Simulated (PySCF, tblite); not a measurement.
**C₂H₃F₃O₂Si (triplet), a small gas-phase stand-in for a defect centre: EPR parameters**

Aim: the EPR parameters of `CO[C]O[Si](F)(F)F`. It is drawn as: twofold C.

Computed with tblite 0.8.0 and PySCF 2.14.0; each step states its level. No surroundings beyond the atoms listed, unless a continuum is named. Atoms count from 0, parts from 1.

### Step 1. Starting point

11 atoms, charge 0, multiplicity 3; geometry: distance geometry start.

### Step 2. Geometry optimisation with GFN2-xTB

What the job is given:

```
{"job": {"kind": "relax", "xc": "GFN2-xTB", "basis": "xTB"}, "charge": 0, "multiplicity": 3}
C      1.079038     0.785890    -0.675511
O      1.102539     1.071664     0.702126
C      0.179531     0.588345     1.601017
O      0.903121     0.669313    -2.037496
Si    -0.659001     0.936675    -2.873791
F     -0.917848     2.569468    -3.100851
F     -0.637505     0.158782    -4.361964
F     -1.910248     0.246692    -1.939993
H     -0.802127     0.812767     1.292348
H      0.255953    -0.481811     1.662385
H      0.360151     0.970904     2.545778
```

Method: GFN2-xTB geometry optimisation, gas phase.

Started as:

```sh
$ OMP_NUM_THREADS=1 python cluster_run.py task.json out
```

The driver reads the jobs from task.json and runs them one after another.

The log of the run:

```text
step      E/eV     max force
  0    -812.00461    4.177
  1    -812.82762    3.329
  2    -813.73572    2.430
  3    -813.89897    1.382
  4    -814.07028    1.413
  5    -814.15871    0.976
  6    -814.20425    0.673
  7    -814.23362    0.533
  8    -814.25914    0.643
  9    -814.29538    0.605
 10    -814.31265    0.295
 11    -814.31976    0.236
 12    -814.32656    0.258
 13    -814.33607    0.432
 14    -814.34400    0.395
 15    -814.34945    0.198
 16    -814.35304    0.195
 17    -814.35630    0.197
 18    -814.36018    0.259
 19    -814.36366    0.179
 20    -814.36622    0.163
 21    -814.36872    0.163
 22    -814.37141    0.175
 23    -814.37384    0.178
 24    -814.37597    0.127
 25    -814.37775    0.146
 26    -814.37943    0.162
 27    -814.38128    0.159
 28    -814.38303    0.107
 29    -814.38449    0.120
 30    -814.38587    0.119
 31    -814.38723    0.156
 32    -814.38835    0.127
 33    -814.38916    0.070
 34    -814.38974    0.060
 35    -814.39029    0.093
 36    -814.39092    0.116
 37    -814.39162    0.120
 38    -814.39238    0.096
 39    -814.39333    0.094
 40    -814.39425    0.097
 41    -814.39506    0.104
 42    -814.39597    0.127
 43    -814.39706    0.115
 44    -814.39808    0.083
 45    -814.39862    0.054
 46    -814.39883    0.040
 47    -814.39899    0.041
 48    -814.39923    0.060
 49    -814.39958    0.082
 50    -814.39996    0.073
 51    -814.40023    0.050
 52    -814.40042    0.050
 53    -814.40064    0.068
 54    -814.40099    0.078
 55    -814.40142    0.064
 56    -814.40175    0.060
 57    -814.40200    0.068
 58    -814.40230    0.072
 59    -814.40281    0.097
 60    -814.40359    0.107
 61    -814.40448    0.081
 62    -814.40528    0.067
 63    -814.40605    0.077
 64    -814.40704    0.123
 65    -814.40887    0.130
 66    -814.41006    0.134
 67    -814.41244    0.148
 68    -814.41330    0.101
 69    -814.41403    0.079
 70    -814.41481    0.054
 71    -814.41506    0.038
 72    -814.41517    0.016
 73    -814.41521    0.015
 74    -814.41523    0.016
 75    -814.41527    0.017
 76    -814.41531    0.017
 77    -814.41537    0.022
 78    -814.41543    0.022
 79    -814.41553    0.028
 80    -814.41568    0.041
 81    -814.41595    0.053
 82    -814.41636    0.064
 83    -814.41683    0.064
 84    -814.41720    0.068
 85    -814.41745    0.067
 86    -814.41773    0.061
 87    -814.41811    0.069
 88    -814.41852    0.068
 89    -814.41862    0.110
 90    -814.41905    0.028
 91    -814.41918    0.022
 92    -814.41931    0.024
 93    -814.41934    0.015
 94    -814.41937    0.011
 95    -814.41939    0.011
 96    -814.41940    0.012
 97    -814.41942    0.010
 98    -814.41943    0.007
```

Wall time 1.5 s (1 thread of Intel Xeon 6975P-C, shared host).

The steps of the relaxation:

```tsv
step	energy from step 0 (eV)	largest force (eV/Å)
0	0.0000	4.1770
4	-2.0657	1.4132
8	-2.2545	0.6434
12	-2.3220	0.2579
16	-2.3484	0.1947
20	-2.3616	0.1632
24	-2.3714	0.1269
28	-2.3784	0.1070
32	-2.3837	0.1269
36	-2.3863	0.1166
40	-2.3896	0.0971
44	-2.3935	0.0825
48	-2.3946	0.0600
52	-2.3958	0.0504
56	-2.3971	0.0604
60	-2.3990	0.1073
64	-2.4024	0.1231
68	-2.4087	0.1015
72	-2.4106	0.0163
76	-2.4107	0.0170
80	-2.4111	0.0405
84	-2.4126	0.0680
88	-2.4139	0.0681
92	-2.4147	0.0248
96	-2.4148	0.0122
98	-2.4148	0.0071
```

Distances of close pairs at the start and the end, largest changes first:

```tsv
bond	before (Å)	after (Å)	change (Å)
O3–Si4	1.792	1.591	-0.201
Si4–F7	1.707	1.585	-0.121
Si4–F6	1.679	1.572	-0.108
Si4–F5	1.669	1.580	-0.088
C0–O1	1.407	1.319	-0.088
O1–C2	1.376	1.445	+0.069
C2–H10	1.035	1.087	+0.052
C0–O3	1.378	1.333	-0.046
```

### Step 3. Geometry optimisation at PBE0-D3(BJ)/def2-SVP

What the job is given:

```
{"job": {"xc": "PBE0", "basis": "def2-SVP", "d3": "d3bj", "grid": 2, "kind": "geom", "shake": 0.01}, "charge": 0, "multiplicity": 3}
C      1.472276    -0.266447    -0.036791
O      1.088321     0.432541     1.030105
C      0.199017    -0.200566     1.982831
O      0.815209    -0.318655    -1.193664
Si    -0.533384     0.207601    -1.923986
F     -0.640979     1.782784    -2.119224
F     -0.537295    -0.485364    -3.321517
F     -1.845210    -0.161804    -1.144537
H     -0.703918    -0.518273     1.525168
H      0.717216    -1.055656     2.459455
H      0.001433     0.555338     2.752459
```

The log of the run:

```text
step   0  E = -816.40900516  max force = 0.036568
step   1  E = -816.41341675  max force = 0.004839
step   2  E = -816.41373838  max force = 0.002966
step   3  E = -816.41396853  max force = 0.004195
step   4  E = -816.41418602  max force = 0.003947
step   5  E = -816.41429227  max force = 0.001688
step   6  E = -816.41433959  max force = 0.001126
step   7  E = -816.41440144  max force = 0.003593
step   8  E = -816.41446388  max force = 0.003748
step   9  E = -816.41458315  max force = 0.001247
step  10  E = -816.41461341  max force = 0.000330
step  11  E = -816.41462702  max force = 0.000653
step  12  E = -816.41464809  max force = 0.000967
step  13  E = -816.41460308  max force = 0.001877
step  14  E = -816.41464855  max force = 0.001396
step  15  E = -816.41465842  max force = 0.001322
step  16  E = -816.41467321  max force = 0.000593
step  17  E = -816.41467249  max force = 0.000618
step  18  E = -816.41467012  max force = 0.000295
step  19  E = -816.41466848  max force = 0.000102
step  20  E = -816.41466749  max force = 0.000108
step  21  E = -816.41466705  max force = 0.000080
optimisation converged
```

It took 4 min on 1 thread of Intel Xeon 6975P-C, shared host; peak memory 0.76 GiB.

Relaxation path: (the energy doesn't fall at every step)

```tsv
step	energy from step 0 (eV)	largest force component (eV/Å)
0	0.0000	1.8804
1	-0.1200	0.2488
2	-0.1288	0.1525
3	-0.1351	0.2157
4	-0.1410	0.2030
5	-0.1439	0.0868
6	-0.1452	0.0579
7	-0.1468	0.1848
8	-0.1485	0.1927
9	-0.1518	0.0641
10	-0.1526	0.0170
11	-0.1530	0.0336
12	-0.1536	0.0497
13	-0.1523	0.0965
14	-0.1536	0.0718
15	-0.1538	0.0680
16	-0.1542	0.0305
17	-0.1542	0.0318
18	-0.1542	0.0152
19	-0.1541	0.0052
20	-0.1541	0.0056
21	-0.1541	0.0041
```

Close pairs (by a distance rule), those that changed most:

```tsv
bond	before (Å)	after (Å)	change (Å)
C2–H8	1.061	1.101	+0.040
Si4–F6	1.560	1.589	+0.029
Si4–F7	1.570	1.594	+0.024
C0–O3	1.331	1.355	+0.023
O1–C2	1.449	1.431	-0.018
O3–Si4	1.621	1.639	+0.017
C0–O1	1.332	1.318	-0.014
C2–H9	1.108	1.100	-0.008
```

The end geometry stands in the next job.

```tsv
at the end point	value
point group (found at 0.08 Å tolerance)	C1
rotational constants (GHz, main isotopes)	3.214, 1.041, 1.012
dipole moment (D)	2.36
⟨S²⟩	2.004
```

### Step 4. g tensor and hyperfine couplings: B3LYP/IGLO-III+pcH-1

What the job is given:

```
{"job": {"kind": "epr"}, "charge": 0, "multiplicity": 3}
C      1.322210     0.126683     0.003161
O      0.676178     0.484622     1.095349
C      0.227689    -0.558967     1.966404
O      0.703321    -0.298024    -1.124633
Si    -0.496785     0.482608    -1.922316
F     -0.145211     2.007540    -2.205282
F     -0.727665    -0.270318    -3.301942
F     -1.848670     0.432991    -1.079629
H     -0.513939    -1.189571     1.451549
H      1.075791    -1.175936     2.298191
H     -0.240069    -0.069919     2.829426
```

Level: UKS B3LYP, IGLO-III on C F O Si, pcH-1 on H, non-relativistic, mean-field spin-orbit, GIAO.

The log of the run:

```text
UKS, coarse grid
  cycle   1  E = -817.63398209  |g| = 8.45e-01
  cycle   2  E = -817.30088582  |g| = 1.36e+00
  cycle   3  E = -817.85146940  |g| = 8.53e-02
  cycle   4  E = -817.85281908  |g| = 6.48e-02
  cycle   5  E = -817.85428000  |g| = 1.67e-02
  cycle   6  E = -817.85438354  |g| = 5.96e-03
  cycle   7  E = -817.85439857  |g| = 2.75e-03
  cycle   8  E = -817.85440255  |g| = 1.16e-03
  cycle   9  E = -817.85440270  |g| = 3.27e-04
UKS, final grid
  cycle   1  E = -817.85435887  |g| = 3.86e-04
  cycle   2  E = -817.85435880  |g| = 5.90e-04
  cycle   3  E = -817.85435893  |g| = 8.55e-05
  cycle   4  E = -817.85435893  |g| = 2.60e-05
E = -817.85435893 Eh   <S^2> = 2.0047 (exact 2.0000)
g shifts (ppm)      1          2          3
  rmc          -217       -217       -217
  gc             42          0        -11
  oz_so        -383        466        564
  total        -557        249        337
hyperfine (MHz)  atom isotope    a_iso     a_fc   dipolar eigenvalues
    0   13C     498.33     498.49    -69.67      0.30     69.36
    1   17O     -70.19     -70.20    -28.56     10.09     18.46
    2   13C      47.44      47.45     -4.30     -3.80      8.09
    3   17O     -85.97     -86.01    -17.11      1.27     15.83
    4  29Si     -58.70     -58.76     -4.95      1.72      3.24
    5   19F       6.08       6.08     -4.31     -1.51      5.82
    6   19F       9.09       9.10     -5.05     -2.04      7.10
    7   19F      16.18      16.16     -6.38     -5.93     12.31
    8    1H       3.53       3.53     -4.23     -2.27      6.50
    9    1H       1.23       1.23     -4.91     -2.84      7.75
   10    1H       0.44       0.43     -3.52     -2.28      5.80
zero-field splitting (cm-1)  D = -0.2753  E = -0.0580  (spin-spin 0.5485, spin-orbit -0.4702)
```

Wall time 83 s (1 thread of Intel Xeon 6975P-C, shared host); peak memory 1.4 GiB.

Principal g values 2.00176, 2.00257, 2.00266; g(iso) = 2.00233, against 2.00232 for a free electron.

Hyperfine couplings, nucleus by nucleus at this fixed geometry (no averaging over rotations):

```tsv
nuclei	isotope	a(iso) (MHz)	a(iso) (G, at g = 2.0023)	largest dipolar term (MHz)
C0	13C	498.3	177.8	-69.7
O3	17O	-86.0	-30.7	-17.1
O1	17O	-70.2	-25.0	-28.6
Si4	29Si	-58.7	-20.9	-5.0
C2	13C	47.4	16.9	8.1
F7	19F	16.2	5.8	12.3
F6	19F	9.1	3.2	7.1
F5	19F	6.1	2.2	5.8
H8	1H	3.5	1.3	6.5
H9	1H	1.2	0.4	7.7
H10	1H	0.4	0.2	5.8
```

Zero-field splitting: D = -0.275 cm⁻¹ (spin-spin 0.549, spin-orbit -0.470), E = -0.058 cm⁻¹.

The parts don't add up to D because each tensor has axes of its own, and they are summed before the axes are found.

Mulliken spin populations:

```tsv
atom	value (e)
C0	1.74
O1	0.09
C2	0.05
O3	0.07
Si4	0.04
F5	0.00
F6	0.00
F7	0.00
H8	0.00
H9	0.01
H10	0.00
```

### Step 5. EPR parameters: BHandHLYP/IGLO-III+pcH-1

The job, as its differences from that of step 4:

```diff
@@ -1,2 +1,2 @@
-{"job": {"kind": "epr"}, "charge": 0, "multiplicity": 3}
+{"job": {"kind": "epr", "xc": "BHandHLYP"}, "charge": 0, "multiplicity": 3}
 C      1.322210     0.126683     0.003161
```

Level: UKS BHandHLYP, IGLO-III on C F O Si, pcH-1 on H, non-relativistic, mean-field spin-orbit, GIAO.

The log of the run:

```text
UKS, coarse grid
  cycle   1  E = -817.41658288  |g| = 7.43e-01
  cycle   2  E = -817.41117292  |g| = 8.22e-01
  cycle   3  E = -817.60584096  |g| = 5.46e-02
  cycle   4  E = -817.60758331  |g| = 2.87e-02
  cycle   5  E = -817.60805139  |g| = 1.59e-02
  cycle   6  E = -817.60818778  |g| = 4.08e-03
  cycle   7  E = -817.60821587  |g| = 1.86e-03
  cycle   8  E = -817.60821880  |g| = 1.01e-03
  cycle   9  E = -817.60821966  |g| = 3.20e-04
UKS, final grid
  cycle   1  E = -817.60819080  |g| = 3.03e-04
  cycle   2  E = -817.60819081  |g| = 3.45e-04
  cycle   3  E = -817.60819084  |g| = 4.78e-05
  cycle   4  E = -817.60819085  |g| = 3.42e-05
  cycle   5  E = -817.60819085  |g| = 9.41e-06
E = -817.60819085 Eh   <S^2> = 2.0068 (exact 2.0000)
g shifts (ppm)      1          2          3
  rmc          -217       -217       -217
  gc             44        -18          3
  oz_so        -330        480        520
  total        -503        246        306
hyperfine (MHz)  atom isotope    a_iso     a_fc   dipolar eigenvalues
    0   13C     535.39     535.54    -72.86      1.61     71.26
    1   17O     -68.19     -68.21    -27.44      9.36     18.09
    2   13C      41.69      41.69     -4.08     -3.54      7.62
    3   17O     -85.97     -86.01    -16.60      0.86     15.74
    4  29Si     -48.60     -48.65     -4.92      1.86      3.07
    5   19F       2.48       2.47     -3.50     -0.82      4.32
    6   19F       6.83       6.83     -4.27     -1.96      6.23
    7   19F      12.26      12.25     -5.21     -4.95     10.16
    8    1H       1.92       1.92     -4.14     -2.38      6.52
    9    1H      -0.26      -0.26     -4.84     -2.95      7.79
   10    1H       0.45       0.45     -3.38     -2.21      5.59
zero-field splitting (cm-1)  D = -0.4596  E = -0.1494  (spin-spin 0.6017, spin-orbit -0.1559)
```

It took 92 s on 1 thread of Intel Xeon 6975P-C, shared host; peak memory 1.3 GiB.

In short: g(iso) 2.00234.

### Step 6. Side by side: EPR parameters

g, ⟨S²⟩ and isotropic hyperfine couplings (MHz), with basis size and wall time:

```tsv
run	g(iso)	⟨S²⟩	13C C0	17O O3	17O O1	29Si Si4	13C C2	functions	time
B3LYP/IGLO-III+pcH-1	2.00233	2.005	498.3	-86.0	-70.2	-58.7	47.4	319	83 s
BHandHLYP/IGLO-III+pcH-1	2.00234	2.007	535.4	-86.0	-68.2	-48.6	41.7	319	92 s
```

### Step 7. Summary of results

| quantity | value |
| --- | --- |
| point group | C1 |
| rotational constants (main isotopes) | 3.21, 1.04, 1.01 GHz |
| D, E (B3LYP) | -0.275, -0.058 cm⁻¹ |
| g(iso) (B3LYP) | 2.00233 |
| ⟨S²⟩ | 2.005 (exact 2.00) |
| largest a(iso) | 13C on C0, 498.3 MHz |

What this shows: The start of the PBE0/def2-SVP relaxation was shaken at random by about 0.01 Å, so part of the energy gained, and of the first lengths quoted, undoes that. The optimisation took 21 steps and gained 0.154 eV; among the close pairs (by a distance rule), C2–H8 changed most, from 1.061 to 1.101 Å (PBE0/def2-SVP). No frequency check was run at this level, so the end point may be a saddle. Most of the unpaired spin sits on C0 (1.74 e). The isotropic g lies 0.0 ppt above the free-electron value. The coupling of 13C on C0 runs from 498.3 (B3LYP/IGLO-III+pcH-1) to 535.4 MHz (BHandHLYP/IGLO-III+pcH-1). The triplet was assumed; the singlet may lie lower. A capped cluster stands for the solid here, so long-range fields and strain are missing, and bands or shifts of the capping hydrogens have no counterpart in it.
